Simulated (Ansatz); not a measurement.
# H4O3Si: the cost of one run

All numbers below are computed with Ansatz 0.2.0 (RKS PBE0-D4/def2-SVP).

1 further run of the same task is left out (it didn't finish).

### Step 1. The system as given

Bond lengths: Si1–H2 1.660 Å, Si1–O3 1.880 Å, O3–H4 1.010 Å, Si1–O5 1.679 Å, O5–H6 1.010 Å, Si1–O7 1.679 Å, O7–H8 1.010 Å. Angles: H2–Si1–O3 45.4°, H2–Si1–O5 121.8°, H2–Si1–O7 121.8°, O3–Si1–O5 122.6°, O3–Si1–O7 122.6°, O5–Si1–O7 109.5°, Si1–O3–H4 106.0°, Si1–O5–H6 109.5°, Si1–O7–H8 109.5°.

As a file:

```xyz
8

Si    0.0000    0.0000    0.0000
H     0.8436    0.0000    1.4296
O     1.8237    0.0000    0.4570
H     2.1400   -0.9521    0.3404
O    -0.7913    1.3709   -0.5594
H    -1.7491    1.1401   -0.7818
O    -0.7913   -1.3709   -0.5594
H    -1.2459   -1.8365    0.2129
```

### Step 2. Pulling towards end A

Springs on the bonds that form and break draw the guess towards this end; the thresholds are loose.

Input file input.yaml:

```yaml
crystal:
  periodic: [false, false, false]
  atoms:
    - { symbol: Si, position_ang: [0.0, 0.0, 0.0] }
    - { symbol: H, position_ang: [0.8436, 0.0, 1.4296] }
    - { symbol: O, position_ang: [1.8237, 0.0, 0.457] }
    - { symbol: H, position_ang: [2.14, -0.9521, 0.3404] }
    - { symbol: O, position_ang: [-0.7913, 1.3709, -0.5594] }
    - { symbol: H, position_ang: [-1.7491, 1.1401, -0.7818] }
    - { symbol: O, position_ang: [-0.7913, -1.3709, -0.5594] }
    - { symbol: H, position_ang: [-1.2459, -1.8365, 0.2129] }
basis:
  gaussian: { orbitals: def2-SVP }
hamiltonian:
  xc: pbe0
  dispersion: d4
relax:
  f_tol: 0.15
  max_steps: 25
  restrain:
    - { distance: [1, 2], at: 2.21, k: 30.0 }
    - { distance: [0, 1], at: 1.46, k: 30.0 }
    - { distance: [0, 2], at: 1.68, k: 30.0 }
```

Launch:

```
$ ansatz run input.yaml --threads 1 --pin off --max-ram 2048MiB --backend cpu --events-out ev --progress --plain --runs-dir out
```

Q: Estimate wall time and peak memory on 1 thread of Arm Neoverse V2, shared host.

About 35 s, with a peak of 0.15 GiB.
